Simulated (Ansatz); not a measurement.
**C₂H₅BrSi: small, medium and large basis sets**

Aim: see how fast density functionals converge with the basis set for C₂H₅BrSi.

Program: Ansatz 0.2.0, Gaussian basis. Level of theory: one geometry, several basis sets. These are calculated values, not measurements.

The runs, in order: PBE0-D4/def2-SVP; ωB97M-V/def2-SVP; PBE0-D4/def2-QZVPP; ωB97M-V/def2-QZVPP; the functionals' def2-TZVPP values are taken from earlier runs.

### 1 The relaxed structure

An earlier PBE0-D4 in a triple-zeta def2 set relaxation fixed the geometry.

SMILES `C=C[SiH2]Br`, 9 atoms, charge 0, spin multiplicity 1.

Atoms are counted from 1 here; the program's logs count them from 0.

Bond lengths: C1–C2 1.330 Å, C1–H5 1.087 Å, C1–H6 1.086 Å, C2–Si3 1.848 Å, C2–H7 1.088 Å, Si3–Br4 2.229 Å, Si3–H8 1.482 Å, Si3–H9 1.482 Å. Angles: C2–C1–H5 121.7°, C2–C1–H6 122.2°, H5–C1–H6 116.1°, C1–C2–Si3 121.7°, C1–C2–H7 119.0°, Si3–C2–H7 119.3°, C2–Si3–Br4 110.1°, C2–Si3–H8 112.1°, C2–Si3–H9 109.5°, Br4–Si3–H8 106.2°, Br4–Si3–H9 108.1°, H8–Si3–H9 110.8°.

### 2 PBE0-D4 in def2-SVP

File in.yaml:

```yaml
crystal:
  periodic: [false, false, false]
  atoms:
    - {symbol: C, position_ang: [-0.405817, 1.503790, -0.203175]}
    - {symbol: C, position_ang: [0.453632, 0.497430, -0.339723]}
    - {symbol: Si, position_ang: [0.141654, -1.157486, 0.421355]}
    - {symbol: Br, position_ang: [-0.025684, -2.710934, -1.167920]}
    - {symbol: H, position_ang: [-1.333417, 1.391871, 0.351446]}
    - {symbol: H, position_ang: [-0.224590, 2.482347, -0.638776]}
    - {symbol: H, position_ang: [1.365232, 0.657144, -0.911959]}
    - {symbol: H, position_ang: [1.254962, -1.586098, 1.301404]}
    - {symbol: H, position_ang: [-1.137373, -1.124465, 1.170146]}
basis:
  gaussian: {orbitals: def2-SVP}
hamiltonian: {xc: pbe0, dispersion: d4}
output: {orbitals: {seedname: orbitals}}
```

On the command line:

```bash
$ ansatz run in.yaml --threads 4 --pin off --events-out ev --progress --plain --max-ram 10444MiB
```

After this run come: ωB97M-V in def2-SVP; PBE0-D4 in def2-QZVPP; ωB97M-V in def2-QZVPP.

Before running them: what should the planned runs give, taken together? Wanted: PBE0-D4: double and triple zeta above quadruple; ωB97M-V: double and triple zeta above quadruple.

The runs gave:

| quantity | value |
| --- | --- |
| PBE0-D4: double and triple zeta above quadruple | 15.50, 1.82 eV |
| ωB97M-V: double and triple zeta above quadruple | 15.55, 1.74 eV |

What this shows: PBE0-D4 gains 13.68 eV from double to triple zeta, then 1.82 eV more. Total energies overstate the basis error of differences, where much of it tends to cancel.
